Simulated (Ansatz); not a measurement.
# AsH9OSi2: the cost of one run

Method: PBE0-D4, def2-SVP first, then def2-TZVP; program: Ansatz 0.2.0, Gaussian basis.

152 further runs of the same task are left out: 152 set aside as unsound or not needed. Runs told in other sessions of the task aren't counted.

## 1. The system as given

The guess: 13 atoms, charge 0, spin multiplicity 1.

Atoms are counted from 1 here; the program's logs count them from 0.

Bond lengths: Si1–Si2 2.406 Å, Si1–H3 1.476 Å, Si1–H4 1.472 Å, Si1–O5 1.633 Å, Si2–H6 1.577 Å, Si2–H8 1.488 Å, Si2–H9 1.519 Å, Si2–H10 1.511 Å, O5–H11 0.954 Å, As7–H12 1.524 Å, As7–H13 1.496 Å. Angles: Si2–Si1–H3 125.7°, Si2–Si1–H4 100.9°, Si2–Si1–O5 109.9°, H3–Si1–H4 102.9°, H3–Si1–O5 108.4°, H4–Si1–O5 107.3°, Si1–Si2–H6 108.0°, Si1–Si2–H8 111.8°, Si1–Si2–H9 88.4°, Si1–Si2–H10 91.3°, H6–Si2–H8 140.1°, H6–Si2–H9 86.1°, H6–Si2–H10 86.7°, H8–Si2–H9 93.0°, H8–Si2–H10 94.2°, H9–Si2–H10 172.3°, Si1–O5–H11 120.3°, H12–As7–H13 87.9°.

As a file:

```xyz
13
charge 0, multiplicity 1
Si   -0.4513    0.4968    1.1249
Si    0.2592   -1.4536   -0.0926
H    -1.6613    1.2937    0.8444
H    -0.7438   -0.0899    2.4426
O     0.8070    1.5199    1.3187
H     0.5575   -1.0197   -1.5795
As    0.1668    1.1664   -1.6060
H     0.2339   -2.6752    0.7569
H    -1.1789   -1.6414   -0.5451
H     1.7105   -1.1482    0.1953
H     0.9311    1.9792    2.1460
H     0.6091    0.7097   -2.9916
H    -1.2400    0.8622   -2.0139
```

Distances that are to change: Si1–As7 2.88 Å, Si2–H6 1.58 Å, Si1–Si2 2.41 Å, H6–As7 2.22 Å.

## 2. Relaxing the guess with the reacting distances held

hold/in.yaml reads:

```yaml
crystal:
  periodic: [false, false, false]
  atoms:
    - {symbol: Si, position_ang: [-0.451300, 0.496800, 1.124900]}
    - {symbol: Si, position_ang: [0.259200, -1.453600, -0.092600]}
    - {symbol: H, position_ang: [-1.661300, 1.293700, 0.844400]}
    - {symbol: H, position_ang: [-0.743800, -0.089900, 2.442600]}
    - {symbol: O, position_ang: [0.807000, 1.519900, 1.318700]}
    - {symbol: H, position_ang: [0.557500, -1.019700, -1.579500]}
    - {symbol: As, position_ang: [0.166800, 1.166400, -1.606000]}
    - {symbol: H, position_ang: [0.233900, -2.675200, 0.756900]}
    - {symbol: H, position_ang: [-1.178900, -1.641400, -0.545100]}
    - {symbol: H, position_ang: [1.710500, -1.148200, 0.195300]}
    - {symbol: H, position_ang: [0.931100, 1.979200, 2.146000]}
    - {symbol: H, position_ang: [0.609100, 0.709700, -2.991600]}
    - {symbol: H, position_ang: [-1.240000, 0.862200, -2.013900]}
basis:
  gaussian: {orbitals: def2-SVP}
hamiltonian: {xc: pbe0, dispersion: d4}
relax: {f_tol: 0.04, max_steps: 150, escape_saddle: false, constraints: [{distance: [0, 6]}, {distance: [1, 5]}, {distance: [0, 1]}, {distance: [5, 6]}]}
```

Launch:

```bash
ansatz run in.yaml --threads 8 --pin off --events-out ev --progress --plain --max-ram 19148MiB
```

**Question.** How long does this run take on 8 threads of Arm Neoverse V2, shared host?

About 24 s.
